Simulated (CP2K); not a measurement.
The system is WS.

```
CELL_PARAMETERS angstrom
3.00789 0.00000 0.00000
0.00000 3.00789 0.00000
0.00000 0.00000 3.00789
ATOMIC_POSITIONS crystal
W 0.50000 0.50000 0.50000
S 0.00000 0.00000 0.00000
```

The cell was built by a generator and needn't be a form met in nature.

```yaml
Program: CP2K 2026.2
Task: relaxation of cell and atoms
Functional: revPBE
Dispersion: D3(BJ)
Potentials_or_basis: POTENTIAL_UZH W GTH-PBE-q14, S GTH-PBE-q6; DZVP-MOLOPT-PBE-GTH basis
Density_cutoff: 6123 eV
k_mesh: 7 × 7 × 7
Occupations: fermi-dirac, width 0.05 eV
Spin: no spin polarisation
```

At the start: pressure -13.8 GPa; volume 13.61 Å³/atom.

Problem. How do energy, volume and symmetry change on relaxing?

Solution. Over 6 steps the energy falls by 34.8 meV/atom and the volume is 12.84 Å³/atom (-5.6 %); space group Pm-3m (No. 221, to 0.05 Å).

The path:
```tsv
step	energy change (eV)	largest force (eV/Å)	volume (Å³)
1	0.0000	0.0000	27.21
2	-0.0176	0.0000	27.00
3	-0.0688	0.0000	25.54
4	-0.0695	0.0000	25.70
5	-0.0695	0.0000	25.69
6	-0.0695	0.0000	25.69
```

Final structure:
```
CELL_PARAMETERS angstrom
2.95058 0.00000 0.00000
0.00000 2.95058 0.00000
0.00000 0.00000 2.95058
ATOMIC_POSITIONS crystal
W 0.50000 0.50000 0.50000
S 0.00000 0.00000 0.00000
```

Caveat: the potentials were made for another functional, which shifts forces and pressure; the basis of atomic orbitals isn't converged, which shifts pressures, moduli and gaps; pairwise dispersion overbinds metals, which lowers pressure and volume.
